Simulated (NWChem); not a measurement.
**One shape, several levels: C2HCl2Si (SMILES C#C[Si](Cl)Cl)**

Aim: a comparison of 3 runs (UHF/def2-SVP, UB2PLYP/cc-pVDZ, UPBE0/def2-SVP) of C2HCl2Si. 

Program for the calculation: NWChem 7.3.0.

## 1. Starting point

The species is C2HCl2Si (6 atoms), meant as a doublet with charge 0. SMILES: `C#C[Si](Cl)Cl`. Geometry: relaxed at PBE0-D4/def2-TZVP.

Bond lengths: C1–C2 1.208 Å, C2–Si3 1.804 Å, Si3–Cl4 2.043 Å, Si3–Cl5 2.043 Å, C1–H6 1.066 Å. Angles: C1–C2–Si3 172.9°, C2–Si3–Cl4 109.7°, C2–Si3–Cl5 109.7°, Cl4–Si3–Cl5 110.2°, C2–C1–H6 179.0°.

## 2. Energy and gradient at UHF/def2-SVP (run 1)

Input file geom.nw:

```
start geom
memory 2200 mb

geometry units angstrom noautosym nocenter noautoz
   C     1.324500    0.483500    1.111500
   C     0.521500    0.095400    0.297200
   Si   -0.504400   -0.583800   -1.021800
   Cl   -1.914000   -1.830600   -0.226100
   Cl   -1.406000    0.937000   -2.046300
   H     2.020400    0.834500    1.839400
end

basis spherical bse
   * library def2-SVP
end

scf
   doublet
   uhf
   thresh 1e-08
   maxiter 80
end

task scf gradient
```

On the command line:

```bash
nwchem geom.nw > geom.out
```

What it wrote:

```text
[...]
  functions       =    87
[...]
  wavefunction    = UHF
[...]
         Total SCF energy =  -1283.820299596170
      One electron energy =  -2358.313825376245
      Two electron energy =    780.719242450493
 Nuclear repulsion energy =    293.774283329582
                       Sz =      0.5000
                 Sz(Sz+1) =      0.7500
                      S^2 =      0.7994
[...]
                         UHF ENERGY GRADIENTS
    atom               coordinates                        gradient
                 x          y          z           x          y          z
   1 C       2.502942   0.913683   2.100430    0.009550   0.004000   0.008756
   2 C       0.985492   0.180280   0.561627   -0.015703  -0.007387  -0.015620
   3 Si     -0.953178  -1.103222  -1.930922   -0.002614   0.004173   0.005715
   4 Cl     -3.616936  -3.459332  -0.427267    0.005532   0.004845  -0.002691
   5 Cl     -2.656955   1.770673  -3.866946    0.003593  -0.005514   0.004122
   6 H       3.818002   1.576976   3.475962   -0.000359  -0.000117  -0.000281
[...]
```

Wall time 26 s (1 thread of AMD EPYC 9R45 (Zen 5), shared host); peak memory 0.1 GiB.

## 3. The energy at UB2PLYP/cc-pVDZ (run 2)

Input file c2hcl2si.nw:

```
start c2hcl2si
memory stack 880 mb heap 220 mb global 1100 mb

geometry units angstroms noautosym nocenter noautoz
C      1.324500     0.483500     1.111500
C      0.521500     0.095400     0.297200
Si    -0.504400    -0.583800    -1.021800
Cl    -1.914000    -1.830600    -0.226100
Cl    -1.406000     0.937000    -2.046300
H      2.020400     0.834500     1.839400
end

basis spherical bse
* library cc-pVDZ
end

dft
xc hfexch 0.53 becke88 0.47 lyp 0.73 mp2 0.27
dftmp2 semidirect
mult 2
grid xfine
convergence energy 1e-08
iterations 100
mulliken
end

mp2
freeze core 17
end

task dft energy
```

On the command line:

```bash
nwchem c2hcl2si.nw > c2hcl2si.out
```

What it wrote:

```text
[...]
          Wavefunction type:  spin polarized.
          No. of atoms     :     6
          No. of electrons :    61
[...]
          Charge           :     0
          Spin multiplicity:     2
[...]
          AO basis - number of functions:    87
[...]
              XC Information
              --------------
                     Hartree-Fock (Exact) Exchange  0.530
                    Becke 1988 Exchange Functional  0.470
              Lee-Yang-Parr Correlation Functional  0.730
[...]
 d= 0,ls=0.0,diis     1  -1285.9432479262 -1.58D+03  5.88D-03  1.06D-01     5.5
[...]
 d= 0,ls=0.0,diis    14  -1286.0119928969 -3.18D-09  4.56D-07  2.55D-10    61.4
[...]
         Total DFT energy =    -1286.011992896872
      One electron energy =    -2359.443651467379
           Coulomb energy =      867.645194851677
    Exchange-Corr. energy =      -87.987819610753
 Nuclear repulsion energy =      293.774283329582
[...]
      Total Density - Mulliken Population Analysis
     ---------------------------------------------
    Atom       Charge   Shell Charges
 -----------   ------   -------------------------------------------------------
    1 C    6     6.07   2.01  0.67  0.68  1.96  0.72  0.04
    2 C    6     6.06   2.01  0.68  0.64  2.00  0.70  0.03
    3 Si  14    13.47   2.00  2.02  0.84  0.29  6.01  1.36  0.52  0.43
    4 Cl  17    17.21   2.00  2.02  0.95  0.95  6.00  3.08  2.19  0.02
    5 Cl  17    17.21   2.00  2.02  0.95  0.95  6.00  3.08  2.19  0.02
    6 H    1     0.97   0.73  0.21  0.03
[...]
      <S2> =      0.7564 (Exact =     0.7500)
[...]
  Basis functions       =     87
[...]
```

Run time: 75 s. Hardware: 1 thread of AMD EPYC 9R45 (Zen 5), shared host; peak memory 0.23 GiB.

## 4. Energy and forces at UPBE0/def2-SVP (run 3)

Input file test.nw:

```
START test
TITLE "C2HCl2Si gradient"
memory stack 880 mb heap 220 mb global 1100 mb

GEOMETRY noautosym nocenter noautoz
   C        1.324500       0.483500       1.111500
   C        0.521500       0.095400       0.297200
   Si      -0.504400      -0.583800      -1.021800
   Cl      -1.914000      -1.830600      -0.226100
   Cl      -1.406000       0.937000      -2.046300
   H        2.020400       0.834500       1.839400
END

BASIS "ao basis" spherical bse
   * library def2-SVP
END

DFT
   xc pbe0
   mult 2
   grid xfine
   convergence energy 1e-08
   iterations 100
   mulliken
END

TASK dft gradient
```

On the command line:

```bash
nwchem test.nw > test.out
```

What it wrote:

```text
[...]
          Wavefunction type:  spin polarized.
          No. of atoms     :     6
          No. of electrons :    61
[...]
          Charge           :     0
          Spin multiplicity:     2
[...]
          AO basis - number of functions:    87
[...]
              XC Information
              --------------
                         PBE0 Method XC Functional
                     Hartree-Fock (Exact) Exchange  0.250
          PerdewBurkeErnzerhof Exchange Functional  0.750
            Perdew 1991 LDA Correlation Functional  1.000 local
           PerdewBurkeErnz. Correlation Functional  1.000 non-local
[...]
 d= 0,ls=0.0,diis     1  -1285.6685195266 -1.58D+03  8.30D-03  1.39D-01     1.6
[...]
 d= 0,ls=0.0,diis    13  -1285.7409288376 -8.03D-09  7.14D-07  5.09D-10    20.2
[...]
         Total DFT energy =    -1285.740928837593
      One electron energy =    -2359.042208230521
           Coulomb energy =      867.627394331113
    Exchange-Corr. energy =      -88.100398267767
 Nuclear repulsion energy =      293.774283329582
[...]
      Total Density - Mulliken Population Analysis
     ---------------------------------------------
    Atom       Charge   Shell Charges
 -----------   ------   -------------------------------------------------------
    1 C    6     6.20   1.99  0.92  0.57  1.98  0.71  0.02
    2 C    6     6.01   1.99  0.92  0.25  2.02  0.81  0.02
    3 Si  14    13.43   2.00  1.98  1.11  0.12  5.93  1.19  0.78  0.33
    4 Cl  17    17.21   2.00  1.99  1.26  0.69  5.93  2.15  3.17  0.02
    5 Cl  17    17.21   2.00  1.99  1.26  0.69  5.93  2.15  3.17  0.02
    6 H    1     0.94   0.73  0.18  0.03
[...]
      <S2> =      0.7532 (Exact =     0.7500)
[...]
  wavefunction    = open shell
                         DFT ENERGY GRADIENTS
    atom               coordinates                        gradient
                 x          y          z           x          y          z
   1 C       2.502942   0.913683   2.100430   -0.010288  -0.005118  -0.010649
   2 C       0.985492   0.180280   0.561627    0.011927   0.005574   0.011800
   3 Si     -0.953178  -1.103222  -1.930922   -0.004742   0.002965   0.003279
   4 Cl     -3.616936  -3.459332  -0.427267    0.005025   0.004438  -0.002769
   5 Cl     -2.656955   1.770673  -3.866946    0.003199  -0.005311   0.003643
   6 H       3.818002   1.576976   3.475962   -0.005121  -0.002548  -0.005305
[...]
```

It took 24 s on 1 thread of AMD EPYC 9R45 (Zen 5), shared host; peak memory 0.14 GiB.

## 5. The series

| run | level | task | iteration cap | energy (Eh) | dipole moment (D) | HOMO energy (eV) | LUMO energy (eV) | wall time |
| --- | --- | --- | --- | --- | --- | --- | --- | --- |
| 1 | UHF/def2-SVP | gradient | 80 | -1283.820300 | 2.31 | -9.59 | 0.81 | 26 s |
| 2 | UB2PLYP/cc-pVDZ | energy | 100 | -1286.209147 | 2.10 | -7.63 | -1.83 | 75 s |
| 3 | UPBE0/def2-SVP | gradient | 100 | -1285.740929 | 1.89 | -6.57 | -3.05 | 24 s |

## 6. What came out

```
                                 quantity           value
                      run 3: total energy  -1285.74093 Eh
                     run 3: dipole moment          1.89 D
run 3: HOMO energy (highest over α and β)        -6.57 eV
 run 3: LUMO energy (lowest over α and β)        -3.05 eV
                              run 3: ⟨S²⟩           0.753
          run 3: largest force on an atom      0.909 eV/Å
```

In words: The dipole moment (its size) runs from 1.89 D (UPBE0/def2-SVP) to 2.31 D (UHF/def2-SVP). Totals of different functionals can't be ranked against each other. All runs together took 2.1 min, the longest 75 s.
